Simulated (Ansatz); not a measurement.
# Ge2Sb2Te5: the cost of one run

Program: Ansatz 0.2.0. Level of theory: DFT PBEsol, scalar-relativistic, plane waves, PAW. These are calculated values, not measurements.

## 1. The structure to begin with

Symmetry: P-3m1, No. 164, trigonal system. Conventional cell: a = 4.233 Å, b = 4.233 Å, c = 17.446 Å, α = 90.00°, β = 90.00°, γ = 120.00°. Around Te (site symmetry -3m) lie 6 Sb at 3.15 Å. Sb (site symmetry 3m) has 6 Te at 2.99 to 3.15 Å as nearest neighbours. Te (site symmetry 3m) has 3 Sb at 2.99 Å and 3 Ge at 3.32 Å as nearest neighbours. Ge (site symmetry 3m) has 6 Te at 2.83 to 3.32 Å as nearest neighbours. Around Te (site symmetry 3m) lie 3 Ge at 2.83 Å.

Structure file:

```
Te Sb Ge
1.0
     4.23277    0.00000    0.00000
    -2.11639    3.66569    0.00000
     0.00000    0.00000   17.44616
Te Sb Ge
5 2 2
Cartesian
  2.1164 3.6657 0.0000
  2.1164 1.2219 3.7059
  0.0000 2.4438 7.3781
  2.1164 1.2219 10.0680
  0.0000 2.4438 13.7403
  0.0000 2.4438 1.9808
  2.1164 1.2219 15.4653
  -2.1164 3.6657 5.9471
  4.2328 0.0000 11.4990
```

## 2. Relaxing cell and atoms: Ge2Sb2Te5, no spin

Input file input.yaml:

```yaml
crystal:
  lattice:
    - [4.232769, 0.0, 0.0]
    - [-2.116385, 3.665686, 0.0]
    - [0.0, 0.0, 17.446159]
  atoms:
    - { symbol: Te, position: [1.0, 1.0, 0.0] }
    - { symbol: Sb, position: [0.333333, 0.666667, 0.11354] }
    - { symbol: Te, position: [0.666667, 0.333333, 0.212417] }
    - { symbol: Ge, position: [0.0, 1.0, 0.340885] }
    - { symbol: Te, position: [0.333333, 0.666667, 0.422909] }
    - { symbol: Te, position: [0.666667, 0.333333, 0.577091] }
    - { symbol: Ge, position: [1.0, 0.0, 0.659115] }
    - { symbol: Te, position: [0.333333, 0.666667, 0.787583] }
    - { symbol: Sb, position: [0.666667, 0.333333, 0.88646] }
scf:
  occupations: { method: gaussian, width: 0.03 }
output:
  forces: true
  stress: true
  eigenvalues: true
hamiltonian:
  xc: pbesol
kpoints:
  mp_grid: { grid: [10, 10, 2] }
relax:
  f_tol: 0.001
  max_steps: 60
  cell: { stress_tol: 0.02, p_target: 0 }
```

The run is started by

```console
> ansatz run input.yaml --threads 8 --pin off --max-ram 20480MiB --backend cpu --events-out ev --progress --plain --runs-dir out
```

Q: Estimate wall time and peak memory on 8 threads of Arm Neoverse V1, shared host.

About 57 s, with a peak of 1.6 GiB.
